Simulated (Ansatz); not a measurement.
Below is the output of a Python script on Ansatz 0.2.0 through its Python package that makes a geometry optimisation of BrH3OSSi, SMILES O[SiH](S)Br. Write a script that gives it. Level of theory: PBE0, def2-SVP basis, multiplicity 1, D4 dispersion.

```xyz
7

O     0.0297    1.6407   -0.3044
Si    0.1137    0.1886    0.3776
S     0.4675   -1.1833   -1.2159
Br   -1.7376   -0.3112    1.3052
H    -0.5515    1.7024   -1.1422
H     1.2147    0.1778    1.3683
H     0.5248   -2.2830   -0.4342
```

Running `python brh3ossi.py` prints:
```text
step   1  E = -90825.092887 eV  max force 2.7743 eV/A
step   2  E = -90825.302446 eV  max force 1.0231 eV/A
step   3  E = -90825.328583 eV  max force 0.2471 eV/A
step   4  E = -90825.334138 eV  max force 0.1609 eV/A
step   5  E = -90825.337583 eV  max force 0.1660 eV/A
step   6  E = -90825.331804 eV  max force 0.4384 eV/A
step   7  E = -90825.340332 eV  max force 0.0521 eV/A
step   8  E = -90825.341810 eV  max force 0.0656 eV/A
step   9  E = -90825.330362 eV  max force 0.5878 eV/A
step  10  E = -90825.342185 eV  max force 0.0166 eV/A
step  11  E = -90825.342264 eV  max force 0.0230 eV/A
step  12  E = -90825.342276 eV  max force 0.0116 eV/A
E = -90825.342298 eV = -3337.7697658 Ha
converged: True  doubts: none
bond        before    after (A)
O0-Si1       1.6065   1.6473
O0-H4        1.0215   0.9631
Si1-S2       2.1323   2.1398
Si1-Br3      2.1302   2.2335
Si1-H5       1.4811   1.4785
S2-H6        1.3504   1.3502
dipole (D): -0.346 -0.348 -0.709, length 0.863
atom  Mulliken   Lowdin
O       -0.381    0.058
Si       0.659   -0.043
S       -0.270    0.078
Br      -0.281    0.005
H        0.207   -0.008
H       -0.047   -0.081
H        0.114   -0.009
```

The script that was run (others could print the same):

`brh3ossi.py`:
```python
"""Geometry optimisation of BrH3OSSi."""

from dataclasses import dataclass
import warnings

import ansatz as az
import numpy as np


@dataclass
class Options:
    basis: str = "def2-SVP"
    functional: str = "pbe0"
    vdw: str = "d4"


settings = Options()

warnings.simplefilter("ignore", az.DeckWarning)

geometry_ang = [
    ("O", (0.0297, 1.6407, -0.3044)),
    ("Si", (0.1137, 0.1886, 0.3776)),
    ("S", (0.4675, -1.1833, -1.2159)),
    ("Br", (-1.7376, -0.3112, 1.3052)),
    ("H", (-0.5515, 1.7024, -1.1422)),
    ("H", (1.2147, 0.1778, 1.3683)),
    ("H", (0.5248, -2.283, -0.4342)),
]
molecule = az.Crystal.molecule()
for symbol, xyz in geometry_ang:
    molecule = molecule.atom(symbol, xyz)

model = molecule.calculation()
model = model.basis(gaussian=settings.basis).functional(settings.functional, dispersion=settings.vdw)
symbols = [site.symbol for site in molecule.cartesian_sites]
start = np.array([site.position_ang for site in molecule.cartesian_sites], dtype=float)
def progress(event):
    if event["event"] == "relax_step":
        row = event["data"]
        print(f"step {row['step']:3d}  E = {row['lagrangian_ev']:.6f} eV  max force {row['allowed_force_max_ev_ang']:.4f} eV/A")


rep = model.relax(force_tolerance=0.02).session().plan().execute(on_event=progress).report
end = np.array(rep["positions_ang"])

print(f"E = {rep['free_energy_ev']:.6f} eV = {rep['free_energy_ev'] / 27.211386246:.7f} Ha")
print("converged:", rep["converged"], " doubts:", rep["published_state_doubts"] or "none")

print("bond        before    after (A)")
for i, j in [(0, 1), (0, 4), (1, 2), (1, 3), (1, 5), (2, 6)]:
    d0, d1 = (np.linalg.norm(xyz[i] - xyz[j]) for xyz in (start, end))
    print(f"{symbols[i]}{i}-{symbols[j]}{j}".ljust(10), f"{d0:8.4f} {d1:8.4f}")

charges = rep["charge_distribution"]
dipole = np.array(charges["dipole_moment_e_ang"]) * 4.803205
print("dipole (D): {:.3f} {:.3f} {:.3f}, length {:.3f}".format(*dipole, np.linalg.norm(dipole)))
print("atom  Mulliken   Lowdin")
for symbol, m, l in zip(symbols, charges["mulliken_charges_e"], charges["lowdin_charges_e"]):
    print(f"{symbol:4s} {m:9.3f} {l:8.3f}")
with open("brh3ossi_opt.xyz", "w") as handle:
    handle.write(f"{len(symbols)}\nrelaxed BrH3OSSi\n")
    handle.writelines(f"{s:2s} {x:11.6f} {y:11.6f} {z:11.6f}\n" for s, (x, y, z) in zip(symbols, end))
```

Notes:
- The settings weren't tested for convergence.
- The end point is the stationary point reached from this start; no frequency run checks that it is a minimum, and the basis set is modest.
- The Löwdin charges here are taken after orthogonalising the functions within each atom; they differ from plain Löwdin charges, and their signs can be unphysical.
- Timing: 69 s on 1 thread of Arm Neoverse V1, on a shared host, peak memory 0.29 GiB.

(Lines on the test bed's own set-up are left out of the output.)
